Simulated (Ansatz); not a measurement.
**CH₅AsO: a ladder of functionals and wavefunction methods**

One table from this session's results is given with a row withheld; the runs are named, their logs left out.

Program: Ansatz 0.2.0, Gaussian basis. Level of theory: functionals in def2-TZVPP, the program's frozen cores in correlated methods. These are calculated values, not measurements.

The runs, in order: LDA (SPW92), PBE-D4, revPBE-D4, BLYP-D4, r2SCAN-D4, B97M-V, PBE0-D4, B3LYP-D4, r2SCANh-D4, r2SCAN0-D4, HSE06-D4, BHLYP-D4, CAM-B3LYP-D4, LC-ωPBE, ωB97X-V, ωB97M-V, B2PLYP, PBE-QIDH; CCSD(T)/def2-SVP; CCSD(T)/def2-TZVPP; MP2/def2-QZVPP; extrapolation to the limit; RPA on PBE.

## Structure used throughout

The geometry comes from an earlier relaxation with PBE0-D4 in a triple-zeta def2 set; it is a stationary point, not always the lowest conformer.

SMILES `OC[AsH2]`, 8 atoms, charge 0, spin multiplicity 1.

Atoms are counted from 1 here; the program's logs count them from 0.

Bond lengths: O1–C2 1.404 Å, O1–H4 0.961 Å, C2–As3 2.000 Å, C2–H5 1.094 Å, C2–H6 1.091 Å, As3–H7 1.528 Å, As3–H8 1.526 Å. Angles: C2–O1–H4 108.7°, O1–C2–As3 111.5°, O1–C2–H5 112.5°, O1–C2–H6 106.9°, As3–C2–H5 110.4°, As3–C2–H6 107.0°, H5–C2–H6 108.3°, C2–As3–H7 93.9°, C2–As3–H8 94.7°, H7–As3–H8 91.5°.

Set-up of the first run:

in.yaml

```yaml
crystal:
  periodic: [false, false, false]
  atoms:
    - {symbol: O, position_ang: [-1.427273, 0.691475, -0.436924]}
    - {symbol: C, position_ang: [-0.145056, 0.636586, 0.133440]}
    - {symbol: As, position_ang: [1.017830, -0.692074, -0.806133]}
    - {symbol: H, position_ang: [-1.890367, -0.124558, -0.231438]}
    - {symbol: H, position_ang: [-0.173723, 0.426449, 1.206355]}
    - {symbol: H, position_ang: [0.309208, 1.617299, -0.012207]}
    - {symbol: H, position_ang: [0.313380, -1.900186, -0.190620]}
    - {symbol: H, position_ang: [2.088102, -0.712191, 0.281826]}
basis:
  gaussian: {orbitals: def2-TZVPP}
hamiltonian: {xc: lda}
output: {orbitals: {seedname: orbitals}}
```

Run with:

```sh
$ ansatz run in.yaml --threads 2 --pin off --events-out ev --progress --plain --max-ram 4352MiB
```

Steps of the session up to this table: LDA; PBE-D4 (GGA); revPBE-D4 (GGA); BLYP-D4 (GGA); r2SCAN-D4 (meta-GGA); B97M-V (meta-GGA); PBE0-D4 (hybrid); B3LYP-D4 (hybrid); r2SCANh-D4 (hybrid); r2SCAN0-D4 (hybrid); HSE06-D4 (hybrid); BHLYP-D4 (hybrid); CAM-B3LYP-D4 (range-separated); LC-ωPBE (range-separated); ωB97X-V (range-separated); ωB97M-V (range-separated); B2PLYP (double hybrid); PBE-QIDH (double hybrid).

One table of the session follows, with a row left open; its other results are not shown here.

It belongs to the step «Orbital energies across the functionals». 

| functional | HOMO (eV) | gap (eV) |
| --- | --- | --- |
| LDA (SPW92) | -6.01 | 5.11 |
| PBE-D4 | -5.86 | 5.16 |
| revPBE-D4 | -5.81 | 5.19 |
| BLYP-D4 | -5.75 | 5.08 |
| r2SCAN-D4 | -6.14 | 5.82 |
| B97M-V | -6.22 | 5.68 |
| PBE0-D4 | -7.10 | 7.23 |
| B3LYP-D4 | -6.91 | 6.74 |
| r2SCANh-D4 | -6.61 | 6.57 |
| r2SCAN0-D4 | -7.29 | 7.66 |
| HSE06-D4 | -6.71 | 6.46 |
| BHLYP-D4 | -8.20 | 9.05 |
| CAM-B3LYP-D4 | -8.44 | 9.44 |
| LC-ωPBE | -9.74 | 11.99 |
| ωB97X-V | -9.41 | 11.49 |
| ωB97M-V | ? | ? |

Estimate the missing values for ωB97M-V.

The run gave: HOMO (eV): -9.29; gap (eV): 11.06. In the column «HOMO (eV)» it lies between ωB97X-V (-9.41) and CAM-B3LYP-D4 (-8.44).
